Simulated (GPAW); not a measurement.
Runs of GPAW 26.7.0 on Mo. The cell holds a slab with vacuum, 9 atoms: a = 2.721 Å, b = 4.443 Å, c = 25.262 Å, α = 90.00°, β = 90.00°, γ = 90.00°. The slab is cut from a database's or a generator's crystal, which needn't be the stable form of the element.

| task | level | potentials or basis | cell | series job | gap on the mesh (eV) | largest force (eV/Å) | work function (eV) |
| --- | --- | --- | --- | --- | --- | --- | --- |
| single point | RPBE | the program's PAW data sets (release 1.2.1) made for this functional, pw | the (2 1 1) slab of Mo, cut from the database cell, not relaxed | - | none | 1.27 | (a) |
| single point | PBEsol | PAW data sets generated in the run's folder for this functional, pw | the (2 1 1) slab of Mo, cut from the database cell, not relaxed | - | none | 1.94 | 4.19 |
| single point | LDA | the program's PAW data sets (release 1.2.1) made for this functional, pw | the (2 1 1) slab of Mo, cut from the database cell, not relaxed | - | none | 2.23 | (b) |
| single point | vdW-DF-cx | GPAW PAW data sets (gpaw-data 1.2.1), pw | the (2 1 1) slab of Mo, cut from the database cell, not relaxed | - | none | 1.62 | 4.29 |
| single point | r2SCAN | GPAW PAW data sets (gpaw-data 1.2.1), pw | the (2 1 1) slab of Mo, cut from the database cell, not relaxed | - | none | 1.66 | 4.09 |
| single point | revPBE | the program's PAW data sets (release 1.2.1) made for this functional, pw | the (2 1 1) slab of Mo, cut from the database cell, not relaxed | - | none | 1.34 | 3.95 |

Alike in all rows: no spin polarisation; k mesh 10 × 6 × 1; cutoff (eV) 450; smearing fermi-dirac 0.05 eV.

Problem. Estimate the missing entries.

Solution. (a) 3.93; (b) 4.40.

Caveats: the PAW data sets were made with another functional, which shifts forces and pressure a little (some runs).

A k mesh can miss the band edges, and the runs leave out spin-orbit coupling on Mo.

A gap of «none» marks a metal or a gap under the smearing width.

Runs at the PBE level aren't shown here.
